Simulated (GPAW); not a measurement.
# BiS (Pm-3m) in GPAW: further runs

The runs below take BiS through band structure, with LDA.

Program: GPAW 26.7.0. These are calculated values, not measurements. Logs are shortened: lines on timing, memory, paths and dates and some standing lists are left out, and cuts for length are marked. The log counts tension as positive stress, the text compression.

**1. The crystal as given**

It takes space group Pm-3m (No. 221, cubic). Conventional cell: a = 4.003 Å, b = 4.003 Å, c = 4.003 Å, α = 90.00°, β = 90.00°, γ = 90.00°. Bi (site symmetry m-3m) has 8 S at 3.47 Å as nearest neighbours. Around S (site symmetry m-3m) lie 8 Bi at 3.47 Å.

The cell was built by a generator and needn't be a form met in nature.

**2. Band structure, LDA**

Input file run.py:

```python
from ase.dft.bandgap import bandgap
from ase.io import read, write
from ase.units import GPa
from gpaw import GPAW, PW

atoms = read('POSCAR')

calc = GPAW(mode=PW(600),
            xc='LDA',
            kpts={'size': (7, 7, 7), 'gamma': True},
            occupations={'name': 'fermi-dirac', 'width': 0.05},
            nbands=20,
            convergence={'density': 1e-05, 'energy': 1e-05},
            maxiter=150,
            txt='gpaw.txt')
atoms.calc = calc
energy = atoms.get_potential_energy()
forces = atoms.get_forces()
stress = atoms.get_stress()
calc.write('gs.gpw')
write('result.traj', atoms)
print(f'Energy: {energy:.6f} eV')
print('Forces (eV/A):')
print(forces.round(4))
print('Stress (GPa):', (stress / GPa).round(3))
print('Fermi level:', round(calc.get_fermi_level(), 4), 'eV')
print(f'Gap: {bandgap(calc)[0]:.4f} eV, direct: {bandgap(calc, direct=True)[0]:.4f} eV')

path = atoms.cell.bandpath('GXMGRX,MR', npoints=80, eps=1e-4)
bs_calc = calc.fixed_density(kpts=path, symmetry='off', nbands=34,
                             convergence={'bands': 'CBM+6.0', 'eigenstates': 1e-6}, txt='bands.txt')
bs = bs_calc.band_structure()
bs.write('bs.json')
print(f'Gap on the path: {bandgap(bs_calc)[0]:.4f} eV')
```

Input file POSCAR:

```
BiS
1.0
    4.0029443400      0.0000000000      0.0000000000
    0.0000000000      4.0029443400      0.0000000000
    0.0000000000      0.0000000000      4.0029443400
Bi S
1 1
Direct
    0.5000000000      0.5000000000      0.5000000000
    0.0000000000      0.0000000000      0.0000000000
```

Potentials or basis: the program's PAW data sets (release 1.2.1) made for this functional, pw.

The run is started by

```bash
> OMP_NUM_THREADS=1 python run.py
```

gpaw.txt:

```text
__  _  _
 | _ |_)|_||  |
 |__||  | ||/\| - 26.7.0

Input parameters:
  mode=PW(ecut=600.0),
  convergence={'density': 1e-05, 'energy': 1e-05},
  kpts=MonkhorstPack(size=(7, 7, 7), gamma=True),
  maxiter=150,
  nbands=20,
  occupations=Occupations(name='fermi-dirac', width=0.05),
  xc=XC(name='LDA')

Diagonalizing LCAO Hamiltonian
Converting LCAO to pw mode
   .---------.
  /|         |
 * |         |
 | |   Bi    |
 | |         |
 | .---------.
 |/         /
 S---------*

Atoms  # Å, Bohr magnetons
|   | symbol |        x |        y |        z |    initial magnetic moments |
|---|--------|----------|----------|----------|-----------------------------|
| 0 |     Bi | 2.001472 | 2.001472 | 2.001472 | ( 0.0000,  0.0000,  0.0000) |
| 1 |      S | 0.000000 | 0.000000 | 0.000000 | ( 0.0000,  0.0000,  0.0000) |

Unit cell  # Å
| periodic |        x |        y |        z |  lengths |    angles |
|----------|----------|----------|----------|----------|-----------|
|      yes | 4.002944 | 0.000000 | 0.000000 | 4.002944 | 90.000000 |
|      yes | 0.000000 | 4.002944 | 0.000000 | 4.002944 | 90.000000 |
|      yes | 0.000000 | 0.000000 | 4.002944 | 4.002944 | 90.000000 |

Number of symmetries: 48
Symmetry operations  # r_c * U_cc + t_c -> r_c
|    | kind |            matrix            |
|----|------|------------------------------|
|  0 |  E   |  1, 0, 0,  0, 1, 0,  0, 0, 1 |
|  1 |  σ   |  1, 0, 0,  0, 1, 0,  0, 0,-1 |
|  2 |  σ   |  1, 0, 0,  0, 0, 1,  0, 1, 0 |
|  3 |  C4  |  1, 0, 0,  0, 0, 1,  0,-1, 0 |
|  4 |  C4  |  1, 0, 0,  0, 0,-1,  0, 1, 0 |
|  5 |  σ   |  1, 0, 0,  0, 0,-1,  0,-1, 0 |
|  6 |  σ   |  1, 0, 0,  0,-1, 0,  0, 0, 1 |
|  7 |  C2  |  1, 0, 0,  0,-1, 0,  0, 0,-1 |
|  8 |  σ   |  0, 1, 0,  1, 0, 0,  0, 0, 1 |
|  9 |  C2  |  0, 1, 0,  1, 0, 0,  0, 0,-1 |
| 10 |  C3  |  0, 1, 0,  0, 0, 1,  1, 0, 0 |
| 11 |  S6  |  0, 1, 0,  0, 0, 1, -1, 0, 0 |
| 12 |  S6  |  0, 1, 0,  0, 0,-1,  1, 0, 0 |
| 13 |  C3  |  0, 1, 0,  0, 0,-1, -1, 0, 0 |
| 14 |  C4  |  0, 1, 0, -1, 0, 0,  0, 0, 1 |
| 15 |  S4  |  0, 1, 0, -1, 0, 0,  0, 0,-1 |
| 16 |  C3  |  0, 0, 1,  1, 0, 0,  0, 1, 0 |
| 17 |  S6  |  0, 0, 1,  1, 0, 0,  0,-1, 0 |
| 18 |  σ   |  0, 0, 1,  0, 1, 0,  1, 0, 0 |
| 19 |  C4  |  0, 0, 1,  0, 1, 0, -1, 0, 0 |
| 20 |  C2  |  0, 0, 1,  0,-1, 0,  1, 0, 0 |
| 21 |  S4  |  0, 0, 1,  0,-1, 0, -1, 0, 0 |
| 22 |  S6  |  0, 0, 1, -1, 0, 0,  0, 1, 0 |
| 23 |  C3  |  0, 0, 1, -1, 0, 0,  0,-1, 0 |
| 24 |  S6  |  0, 0,-1,  1, 0, 0,  0, 1, 0 |
| 25 |  C3  |  0, 0,-1,  1, 0, 0,  0,-1, 0 |
| 26 |  C4  |  0, 0,-1,  0, 1, 0,  1, 0, 0 |
| 27 |  σ   |  0, 0,-1,  0, 1, 0, -1, 0, 0 |
| 28 |  S4  |  0, 0,-1,  0,-1, 0,  1, 0, 0 |
| 29 |  C2  |  0, 0,-1,  0,-1, 0, -1, 0, 0 |
| 30 |  C3  |  0, 0,-1, -1, 0, 0,  0, 1, 0 |
| 31 |  S6  |  0, 0,-1, -1, 0, 0,  0,-1, 0 |
| 32 |  C4  |  0,-1, 0,  1, 0, 0,  0, 0, 1 |
| 33 |  S4  |  0,-1, 0,  1, 0, 0,  0, 0,-1 |
| 34 |  S6  |  0,-1, 0,  0, 0, 1,  1, 0, 0 |
| 35 |  C3  |  0,-1, 0,  0, 0, 1, -1, 0, 0 |
| 36 |  C3  |  0,-1, 0,  0, 0,-1,  1, 0, 0 |
| 37 |  S6  |  0,-1, 0,  0, 0,-1, -1, 0, 0 |
| 38 |  σ   |  0,-1, 0, -1, 0, 0,  0, 0, 1 |
| 39 |  C2  |  0,-1, 0, -1, 0, 0,  0, 0,-1 |
| 40 |  σ   | -1, 0, 0,  0, 1, 0,  0, 0, 1 |
| 41 |  C2  | -1, 0, 0,  0, 1, 0,  0, 0,-1 |
| 42 |  C2  | -1, 0, 0,  0, 0, 1,  0, 1, 0 |
| 43 |  S4  | -1, 0, 0,  0, 0, 1,  0,-1, 0 |
| 44 |  S4  | -1, 0, 0,  0, 0,-1,  0, 1, 0 |
| 45 |  C2  | -1, 0, 0,  0, 0,-1,  0,-1, 0 |
| 46 |  C2  | -1, 0, 0,  0,-1, 0,  0, 0, 1 |
| 47 |  i   | -1, 0, 0,  0,-1, 0,  0, 0,-1 |

BZ-sampling:
  Number of BZ points: 343
  Number of IBZ points: 20

  Monkhorst-Pack size: [7, 7, 7]
  Monkhorst-Pack shift: [0, 0, 0]

K-points  # in reciprocal-cell coordinates
|     |                                coordinates |     weight |
|-----|--------------------------------------------|------------|
|   0 | (  0.00000000,   0.00000000,   0.00000000) | 0.00291545 |
|   1 | (  0.14285714,   0.00000000,   0.00000000) | 0.01749271 |
|   2 | (  0.14285714,   0.14285714,   0.00000000) | 0.03498542 |
|   3 | (  0.14285714,   0.14285714,   0.14285714) | 0.02332362 |
|   4 | (  0.28571429,   0.00000000,   0.00000000) | 0.01749271 |
|   5 | (  0.28571429,   0.14285714,   0.00000000) | 0.06997085 |
|   6 | (  0.28571429,   0.14285714,   0.14285714) | 0.06997085 |
|   7 | (  0.28571429,   0.28571429,   0.00000000) | 0.03498542 |
|   8 | (  0.28571429,   0.28571429,   0.14285714) | 0.06997085 |
|   9 | (  0.28571429,   0.28571429,   0.28571429) | 0.02332362 |
| ... |                                            |            |
|  19 | (  0.42857143,   0.42857143,   0.42857143) | 0.02332362 |

Plane wave coefficients: 2170
Cutoff: 600.0 eV

Spin-components: 1 (collinear spins)
Bands:           20
Projectors:      11
Spin-degeneracy: 2
Datatype:        complex128

Parallelization:
  kpt:    1
  domain: 1
  band:   1

Density:
  Valence electrons: 21.0
  Components: 1
  Grid points: [24 24 24]
  Charge: 0.0  # |e|

Potential:
  Grid points: [24 24 24]

species:
  Bi:
    name:    Bismuth
    Z:       83.0
    valence: 15
    core:    68
    charge:  0.0  # [|e|]
    compensation charges:
      type: gauss
      rc: 0.38  # [Å]
      lmax: 2
    cutoffs:
      filter: 2.23  # [Å]
      core: 2.33  # [Å]
    projectors
    | kind |    occ | energy [eV] | rcut [Å] |
    |------|--------|-------------|----------|
    |   6s |  2.000 |     -14.665 |    1.286 |
    |   6p |  3.000 |      -4.777 |    1.275 |
    |   5d | 10.000 |     -27.225 |    1.349 |
    |    s |        |      12.546 |    1.286 |
    |    p |        |      22.434 |    1.275 |
    |    d |        |      -0.013 |    1.349 |

    Using partial waves for Bi as LCAO basis

  S:
    name:    Sulfur
    Z:       16.0
    valence: 6
    core:    10
    charge:  0.0  # [|e|]
    compensation charges:
      type: gauss
      rc: 0.24  # [Å]
      lmax: 2
    cutoffs:
      filter: 1.77  # [Å]
      core: 1.66  # [Å]
    projectors
    | kind |    occ | energy [eV] | rcut [Å] |
    |------|--------|-------------|----------|
    |   3s |  2.000 |     -17.278 |    0.974 |
    |   3p |  4.000 |      -7.106 |    0.979 |
    |    s |        |       9.933 |    0.974 |
    |    p |        |      20.105 |    0.979 |
    |    d |        |       0.000 |    0.900 |

    Using partial waves for S as LCAO basis

Reference energy: -595362.931618  # eV

eigensolver:
  PPCG
  Converge bands: occupied
  niter=2

density mixing:
  MSR1-Mixer
  Pratt-step length: 0.05
  Maximum mixing coefficient: 0.75
  Old densities: 10
  SVD Regularization: 0.005
  Good broyden scale: 1.0
  Trust region scale: 1.0
  Backstep threshold: 4.0
  History deletion threshold: 6.0
  Fourier metric: weight=20.0, sigma=0.015

occupation numbers:
  Fermi-Dirac:
    width: 0.0500  # eV

poisson solver:
  ecut: 4800.0  # eV

xc functional:
  name: None

convergence criteria:
- Maximum integral of absolute [dens]ity change: 1e-05 electrons / valence electron
- Maximum [total energy] change in last 3 cyles: 1e-05 eV / valence electron
- Maximum integral of absolute [eigenst]ate change: 4e-08 eV^2 / valence electron
maximum number of iterations: 150

SCF iterations
|iter     | |      energy | eigst |  dens |
|---------|-|-------------|-------|-------|
|iter:   1| |   -9.610545 | -0.50 |       |
|iter:   2| |   -9.380914 | -2.51 | -1.06 |
|iter:   3| |   -8.913416 | -2.37 | -1.13 |
|iter:   4| |   -8.900484 | -3.41 | -1.71 |
|iter:   5| |   -8.896744 | -3.61 | -1.96 |
|iter:   6| |   -8.896732 | -4.76 | -2.88 |
|iter:   7| |   -8.896767c| -5.38 | -3.22 |
|iter:   8| |   -8.896777c| -6.05 | -3.82 |
|iter:   9| |   -8.896776c| -7.52c| -4.40 |
|iter:  10| |   -8.896776c| -8.04c| -4.78 |
|iter:  11| |   -8.896776c| -8.38c| -5.86c|

Converged in 11 steps
Energy contributions relative to reference atoms: (reference = -595362.931618)

Energy contributions:
  Kinetic:          -1.091105
  Coulomb:          -1.765712
  Zero:             -1.299896
  External:          0.000000
  Xc:               -4.734490
  Entropy:          -0.011145
  Spinorbit:         0.000000
  ----------------------------
  Free energy:      -8.902348
  Extrapolated:     -8.896776

dipole moment: (-12.866804, -12.866804, -12.866804)  # |e|*Ang

Fermi level: 4.175
Eigenvalues  # (at kpt = [0.000, 0.000, 0.000])
| band index |      eig [eV] | occ [0-2] |
|------------|---------------|-----------|
|          0 |       -19.534 |     2.000 |
|        ... |               |           |
|          2 |       -19.494 |     2.000 |
|          3 |       -19.494 |     2.000 |
|          4 |       -19.494 |     2.000 |
|          5 |        -8.806 |     2.000 |
|          6 |        -5.741 |     2.000 |
|          7 |         2.040 |     2.000 |
[... 8 lines left out ...]
|         16 |        14.842 |     0.000 |
|         17 |        14.842 |     0.000 |
|        ... |               |           |
|         19 |        16.895 |     0.000 |

No gap
No difference between direct/indirect transitions

Forces  # eV/Ang
|        x |        y |        z |
|----------|----------|----------|
|  0.00000 |  0.00000 |  0.00000 |  # Bi   0
| -0.00000 | -0.00000 | -0.00000 |  # S    1

Stress tensor  # eV/Ang^3
|         x |         y |        z |
|-----------|-----------|----------|
|  0.086989 | -0.000000 | 0.000000 |
| -0.000000 |  0.086989 | 0.000000 |
|  0.000000 |  0.000000 | 0.086989 |

# Writing to gs.gpw (mode='')
```

It took 2.4 min on 1 thread of AMD EPYC (Zen 3), shared host; peak memory 0.3 GiB.

Results:

```
Free energy             : -8.9023 eV
Pressure                : -13.9 GPa
Band gap along the path : none (metal or under the smearing width)
```

Levels at the corners of the path, in eV from the Fermi level:
```
point  band 7  band 8  band 9  band 10  band 11  band 12  band 13  band 14
    Γ   -9.92   -2.13   -2.13    -2.13     2.50     2.50     2.50     4.50
    X  -11.11   -1.84   -1.70    -1.21    -1.21     1.04     1.04     6.32
    M  -10.53   -4.26   -4.26    -1.01     1.45     1.45     1.81     5.53
    Γ   -9.92   -2.13   -2.13    -2.13     2.50     2.50     2.50     4.50
    R  -10.06   -2.52   -2.52    -2.52    -1.78    -1.78    -1.78     9.90
    X  -11.11   -1.84   -1.70    -1.21    -1.21     1.04     1.04     6.32
    M  -10.53   -4.26   -4.26    -1.01     1.45     1.45     1.81     5.53
    R  -10.06   -2.52   -2.52    -2.52    -1.78    -1.78    -1.78     9.90
```

Caveat: spin-orbit coupling is left out, which moves the levels of the heavy elements.

**3. Band structure, LDA, spin-orbit coupling, no magnetisation**

run.py, as its differences from that of step 2:

```diff
@@ -1 +1,2 @@
+import numpy as np
 from ase.dft.bandgap import bandgap
@@ -4,2 +5,3 @@
 from gpaw import GPAW, PW
+from gpaw.spinorbit import soc_eigenstates
 
@@ -34 +36,7 @@
 print(f'Gap on the path: {bandgap(bs_calc)[0]:.4f} eV')
+
+soc = soc_eigenstates(bs_calc, theta=0, phi=0)
+np.savetxt('soc_bands.dat', soc.eigenvalues(), fmt='%.4f')
+mesh = soc_eigenstates('gs.gpw', theta=0, phi=0)
+np.savetxt('soc_mesh.dat', mesh.eigenvalues(), fmt='%.4f')
+print('Fermi level with spin-orbit coupling:', round(mesh.fermi_level, 4), 'eV')
```

POSCAR is that of step 2.

Potentials or basis: the program's PAW data sets (release 1.2.1) made for this functional, pw.

The run is started by

```bash
> OMP_NUM_THREADS=1 python run.py
```

gpaw.txt:

```text
__  _  _
 | _ |_)|_||  |
 |__||  | ||/\| - 26.7.0

Input parameters:
  mode=PW(ecut=600.0),
  convergence={'density': 1e-05, 'energy': 1e-05},
  kpts=MonkhorstPack(size=(7, 7, 7), gamma=True),
  maxiter=150,
  nbands=20,
  occupations=Occupations(name='fermi-dirac', width=0.05),
  xc=XC(name='LDA')

Diagonalizing LCAO Hamiltonian
Converting LCAO to pw mode
   .---------.
  /|         |
 * |         |
 | |   Bi    |
 | |         |
 | .---------.
 |/         /
 S---------*

Atoms  # Å, Bohr magnetons
|   | symbol |        x |        y |        z |    initial magnetic moments |
|---|--------|----------|----------|----------|-----------------------------|
| 0 |     Bi | 2.001472 | 2.001472 | 2.001472 | ( 0.0000,  0.0000,  0.0000) |
| 1 |      S | 0.000000 | 0.000000 | 0.000000 | ( 0.0000,  0.0000,  0.0000) |

Unit cell  # Å
| periodic |        x |        y |        z |  lengths |    angles |
|----------|----------|----------|----------|----------|-----------|
|      yes | 4.002944 | 0.000000 | 0.000000 | 4.002944 | 90.000000 |
|      yes | 0.000000 | 4.002944 | 0.000000 | 4.002944 | 90.000000 |
[... 204 lines left out ...]
Energy contributions:
  Kinetic:          -1.091105
  Coulomb:          -1.765712
  Zero:             -1.299896
  External:          0.000000
  Xc:               -4.734490
  Entropy:          -0.011145
  Spinorbit:         0.000000
  ----------------------------
  Free energy:      -8.902348
  Extrapolated:     -8.896776

dipole moment: (-12.866804, -12.866804, -12.866804)  # |e|*Ang

Fermi level: 4.175
Eigenvalues  # (at kpt = [0.000, 0.000, 0.000])
| band index |      eig [eV] | occ [0-2] |
|------------|---------------|-----------|
|          0 |       -19.534 |     2.000 |
|        ... |               |           |
|          2 |       -19.494 |     2.000 |
|          3 |       -19.494 |     2.000 |
|          4 |       -19.494 |     2.000 |
|          5 |        -8.806 |     2.000 |
|          6 |        -5.741 |     2.000 |
|          7 |         2.040 |     2.000 |
[... 8 lines left out ...]
|         16 |        14.842 |     0.000 |
|         17 |        14.842 |     0.000 |
|        ... |               |           |
|         19 |        16.895 |     0.000 |

No gap
No difference between direct/indirect transitions

Forces  # eV/Ang
|        x |       y |       z |
|----------|---------|---------|
| -0.00000 | 0.00000 | 0.00000 |  # Bi   0
|  0.00000 | 0.00000 | 0.00000 |  # S    1

Stress tensor  # eV/Ang^3
|        x |        y |        z |
|----------|----------|----------|
| 0.086989 | 0.000000 | 0.000000 |
| 0.000000 | 0.086989 | 0.000000 |
| 0.000000 | 0.000000 | 0.086989 |

# Writing to gs.gpw (mode='')
```

Wall time 2.3 min (1 thread of AMD EPYC (Zen 3), shared host); peak memory 0.35 GiB.

Results:

- Free energy: -8.9023 eV
- Pressure: -13.9 GPa
- Band gap along the path: none (metal or under the smearing width)

Levels at the corners of the path, in eV from the Fermi level:
```
point  band 19  band 20  band 21  band 22  band 23  band 24  band 25  band 26
    Γ    -1.37    -1.37     1.23     1.24     4.06     4.06     4.06     4.06
    X    -0.68    -0.68    -0.61    -0.61     1.02     1.02     2.64     2.64
    M    -0.45    -0.45     0.58     0.59     2.58     2.58     3.20     3.20
    Γ    -1.37    -1.37     1.23     1.24     4.06     4.06     4.06     4.06
    R    -1.94    -1.94    -1.94    -1.94    -0.52    -0.52    -0.52    -0.52
    X    -0.68    -0.68    -0.61    -0.61     1.02     1.02     2.64     2.64
    M    -0.45    -0.45     0.58     0.59     2.58     2.58     3.20     3.20
    R    -1.94    -1.94    -1.94    -1.94    -0.52    -0.52    -0.52    -0.52
```

Caveat: spin-orbit coupling was added after a scalar SCF, so levels and gaps hold it while energy, forces, pressure and moments don't; this program's spin-orbit splittings come out too wide for heavy elements.
